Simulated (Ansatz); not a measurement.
Predict the output of the script below (Ansatz 0.2.0, Python API).

The script, `ch4alfs_bend.py`:
```python
"""Energy of CH4AlFS against one bond angle."""

import ansatz
from ase import Atoms

atoms = Atoms(["C", "S", "Al", "F", "H", "H", "H", "H"], positions=[
    (-0.7055, 1.0722, -0.1679),
    (-1.0275, -0.5537, -0.8538),
    (0.8106, -1.4431, 0.0786),
    (0.8364, -2.147, 1.7404),
    (0.2106, 1.5216, -0.5669),
    (-1.5778, 1.7951, -0.5179),
    (-0.7249, 1.0892, 0.934),
    (2.2703, -1.3913, -0.7023),
])

# relax first, so that the scan starts from a minimum
first = (
    ansatz.Crystal.molecule_from_ase(atoms).calculation()
    .basis(gaussian="cc-pVDZ")
    .functional("b3lyp")
    .relax(force_tolerance=0.02, max_steps=80)
)
atoms.positions = first.run(threads=1).report["positions_ang"]

rows = []
for angle in [90, 100, 110, 120, 135, 150, 165, 179]:
    bent = atoms.copy()
    bent.set_angle(0, 1, 2, angle, indices=[2, 3, 7])
    job = ansatz.Crystal.molecule_from_ase(bent).calculation().basis(gaussian="cc-pVDZ").functional("b3lyp")
    rows.append((angle, job.run(threads=1).report["free_energy_ev"]))
floor = min(e for _, e in rows)
for angle, e in rows:
    print(f"angle C0-S1-Al2 = {angle:3d} deg   {1000 * (e - floor):9.1f} meV")
```

```console
$ python ch4alfs_bend.py
angle C0-S1-Al2 =  90 deg        78.6 meV
angle C0-S1-Al2 = 100 deg         0.0 meV
angle C0-S1-Al2 = 110 deg        52.9 meV
angle C0-S1-Al2 = 120 deg       192.5 meV
angle C0-S1-Al2 = 135 deg       511.2 meV
angle C0-S1-Al2 = 150 deg       880.8 meV
angle C0-S1-Al2 = 165 deg      1180.5 meV
angle C0-S1-Al2 = 179 deg      1287.6 meV
```

Caveats:
- These settings explore the input space; basis and method may be short of convergence.
- The scan is rigid, and the energies are electronic, in a modest basis. The zero is the lowest point of the grid, which needn't be the minimum.
- b3lyp holds the VWN-RPA fit, as in Gaussian; the form of ORCA and Turbomole is b3lyp5.
- It ran for 74 s on 1 thread of Arm Neoverse V2, with other jobs on the host, peak memory 0.24 GiB.
